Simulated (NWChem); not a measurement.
# One shape, several levels: triplet CH6Ge

We compute a comparison of 4 runs (UB3LYP/def2-SVPD, UBHLYP/def2-SVPD, UPBE0/def2-SVPD, UM06-2X/def2-SVPD) of triplet CH6Ge. 

The calculation is run with NWChem 7.3.0.

1 further run of the same task is left out (it didn't finish).

## Step 1: The structure to begin with

CH6Ge: 8 atoms, total charge 0, spin state triplet. SMILES of the parent species: `[CH3][GeH3]`. The shape is that of a PBE0-D4/def2-TZVP optimisation. That shape belongs to the parent species and isn't relaxed for this state.

Bond lengths: C1–Ge2 1.953 Å, C1–H3 1.090 Å, C1–H4 1.090 Å, C1–H5 1.091 Å, Ge2–H6 1.539 Å, Ge2–H7 1.539 Å, Ge2–H8 1.539 Å. Some angles: C1–Ge2–H6 110.4°, C1–Ge2–H7 110.4°, C1–Ge2–H8 110.4°, Ge2–C1–H3 110.3°, Ge2–C1–H4 110.3°, Ge2–C1–H5 110.3°, H6–Ge2–H7 108.5°, H6–Ge2–H8 108.5°, H7–Ge2–H8 108.5°, H3–C1–H4 108.6°.

## Step 2: The energy at UB3LYP/def2-SVPD (run 1)

File test.nw:

```
start test
title "CH6Ge"
memory stack 880 mb heap 220 mb global 1100 mb

geometry noautosym nocenter noautoz
C    -0.310900    0.190300   -0.971400
Ge    0.296900   -0.181900    0.846700
H    -1.380100    0.404200   -0.976500
H     0.218800    1.052200   -1.378400
H    -0.124600   -0.669400   -1.616000
H     0.030700    1.028200    1.760100
H     1.807100   -0.479600    0.857700
H    -0.445700   -1.401200    1.422100
end

basis spherical bse
* library def2-SVPD
end

dft
xc b3lyp
mult 3
grid fine
convergence energy 1e-08
iterations 100
mulliken
print low
end

task dft energy
```

On the command line:

```bash
nwchem test.nw > test.out
```

Standard output:

```text
[...]
 d= 0,ls=0.0,diis     1  -2118.1388100158 -2.24D+03  1.37D-01  8.77D-02     2.9
[...]
 d= 0,ls=0.0,diis    14  -2118.1892627587 -4.59D-11  4.35D-06  1.08D-11    35.0
[...]
         Total DFT energy =    -2118.189262758695
      One electron energy =    -3185.050029009975
           Coulomb energy =     1033.473046068776
    Exchange-Corr. energy =      -86.607195468709
 Nuclear repulsion energy =      119.994915651213
[...]
      Total Density - Mulliken Population Analysis
     ---------------------------------------------
    Atom       Charge   Shell Charges
 -----------   ------   -------------------------------------------------------
    1 C    6     6.83   1.99  1.06 -0.05  1.04  2.01  0.79  0.02 -0.02
    2 Ge  32    32.30   2.00  2.00  1.99  1.29  0.41  0.00  6.00  5.98  1.36  0.90  8.08  1.82  0.27  0.20
    3 H    1     0.82   0.72 -0.03  0.03  0.10
    4 H    1     0.82   0.72 -0.03  0.03  0.10
    5 H    1     0.82   0.72 -0.03  0.03  0.10
    6 H    1     0.81   0.70  0.10  0.01 -0.01
    7 H    1     0.81   0.70  0.10  0.01 -0.01
    8 H    1     0.81   0.70  0.10  0.01 -0.01
[...]
      <S2> =      2.0026 (Exact =     2.0000)
[...]
```

Wall time 36 s (1 thread of Intel Xeon 6975P-C (Granite Rapids), shared host); peak memory 0.12 GiB.

## Step 3: The energy at UBHLYP/def2-SVPD (run 2)

File nw.nw:

```
start nw
title "CH6Ge energy"
memory stack 880 mb heap 220 mb global 1100 mb

geometry units angstrom noautosym nocenter noautoz
 C       -0.310900       0.190300      -0.971400
 Ge       0.296900      -0.181900       0.846700
 H       -1.380100       0.404200      -0.976500
 H        0.218800       1.052200      -1.378400
 H       -0.124600      -0.669400      -1.616000
 H        0.030700       1.028200       1.760100
 H        1.807100      -0.479600       0.857700
 H       -0.445700      -1.401200       1.422100
end

basis spherical bse
 * library def2-SVPD
end

dft
 xc bhlyp
 mult 3
 grid fine
 convergence energy 1e-08
 iterations 100
 mulliken
 print low
end

task dft energy
```

On the command line:

```bash
nwchem nw.nw > nw.out
```

Standard output:

```text
[...]
 d= 0,ls=0.0,diis     1  -2118.0313982557 -2.24D+03  1.02D-01  6.83D-02     3.2
[...]
 d= 0,ls=0.0,diis    15  -2118.0775218930 -2.16D-10  1.41D-06  7.39D-12    37.8
[...]
         Total DFT energy =    -2118.077521893038
      One electron energy =    -3185.515104133062
           Coulomb energy =     1033.986800335408
    Exchange-Corr. energy =      -86.544133746597
 Nuclear repulsion energy =      119.994915651213
[...]
      Total Density - Mulliken Population Analysis
     ---------------------------------------------
    Atom       Charge   Shell Charges
 -----------   ------   -------------------------------------------------------
    1 C    6     7.08   1.99  1.04  0.04  1.07  1.99  0.94  0.02  0.00
    2 Ge  32    32.04   2.00  2.00  1.99  1.21  0.27  0.04  6.00  5.98  1.33  0.85  8.11  1.82  0.25  0.19
    3 H    1     0.75   0.72 -0.09  0.03  0.10
    4 H    1     0.75   0.72 -0.09  0.03  0.10
    5 H    1     0.75   0.72 -0.09  0.03  0.10
    6 H    1     0.88   0.69  0.17  0.01 -0.00
    7 H    1     0.88   0.69  0.17  0.01 -0.00
    8 H    1     0.88   0.69  0.17  0.01 -0.00
[...]
      <S2> =      2.0043 (Exact =     2.0000)
[...]
```

Wall time 38 s (1 thread of Intel Xeon 6975P-C (Granite Rapids), shared host); peak memory 0.11 GiB.

Run 3 isn't shown in full; the table further down has it.

## Step 4: A single-point energy at UM06-2X/def2-SVPD (run 4)

File ch6ge.nw:

```
start ch6ge
title "CH6Ge"
memory 2200 mb
charge 0
geometry units angstroms noautosym nocenter noautoz
  C       -0.310900       0.190300      -0.971400
  Ge       0.296900      -0.181900       0.846700
  H       -1.380100       0.404200      -0.976500
  H        0.218800       1.052200      -1.378400
  H       -0.124600      -0.669400      -1.616000
  H        0.030700       1.028200       1.760100
  H        1.807100      -0.479600       0.857700
  H       -0.445700      -1.401200       1.422100
end
basis spherical bse
  C library def2-SVPD
  Ge library def2-SVPD
  H library def2-SVPD
end
dft
  xc m06-2x
  mult 3
  grid fine
  convergence energy 1e-08
  maxiter 100
  mulliken
  noprint "final vectors analysis"
end
task dft energy
```

On the command line:

```bash
nwchem ch6ge.nw > ch6ge.out
```

Standard output:

```text
[...]
          Wavefunction type:  spin polarized.
          No. of atoms     :     8
          No. of electrons :    44
[...]
          Charge           :     0
          Spin multiplicity:     3
[...]
          AO basis - number of functions:   106
[...]
              XC Information
              --------------
                       M06-2X Method XC Functional
                     Hartree-Fock (Exact) Exchange  0.540
                        M06-2X Exchange Functional  1.000
                      M06-2X Correlation Potential  1.000
[...]
 d= 0,ls=0.0,diis     1  -2118.0586218339 -2.24D+03  9.36D-02  7.12D-02     3.6
[...]
 d= 0,ls=0.0,diis    15  -2118.0961578247 -3.48D-10  4.83D-06  8.69D-12    48.6
[...]
         Total DFT energy =    -2118.096157824684
      One electron energy =    -3185.553197857073
           Coulomb energy =     1034.044175911154
    Exchange-Corr. energy =      -86.582051529978
 Nuclear repulsion energy =      119.994915651213
[...]
      Total Density - Mulliken Population Analysis
     ---------------------------------------------
    Atom       Charge   Shell Charges
 -----------   ------   -------------------------------------------------------
    1 C    6     7.05   1.99  1.02 -0.00  1.16  2.00  0.91  0.02 -0.03
    2 Ge  32    32.26   2.00  2.00  1.99  1.13  0.31  0.08  6.00  5.98  1.28  1.13  8.14  1.79  0.24  0.18
    3 H    1     0.75   0.71 -0.08  0.03  0.09
    4 H    1     0.75   0.71 -0.08  0.03  0.09
    5 H    1     0.75   0.71 -0.08  0.03  0.09
    6 H    1     0.81   0.70  0.12  0.01 -0.02
    7 H    1     0.81   0.70  0.12  0.01 -0.02
    8 H    1     0.81   0.70  0.12  0.01 -0.02
[...]
      <S2> =      2.0055 (Exact =     2.0000)
[...]
```

Wall time 49 s (1 thread of Intel Xeon 6975P-C (Granite Rapids), shared host); peak memory 0.12 GiB.

## Step 5: Overview of the runs

| run | level | energy (Eh) | ⟨S²⟩ | wall time |
| --- | --- | --- | --- | --- |
| 1 | UB3LYP/def2-SVPD | -2118.189263 | 2.003 | 36 s |
| 2 | UBHLYP/def2-SVPD | -2118.077522 | 2.004 | 38 s |
| 3 | UPBE0/def2-SVPD | -2117.818511 | 2.003 | 37 s |
| 4 | UM06-2X/def2-SVPD | -2118.096158 | 2.006 | 49 s |

## Step 6: What came out

```
            quantity           value
 run 4: total energy  -2118.09616 Eh
run 4: dipole moment          0.08 D
         run 4: ⟨S²⟩           2.006
```

What this shows: Totals of different functionals can't be ranked against each other. All runs together took 2.7 min, the longest 49 s.
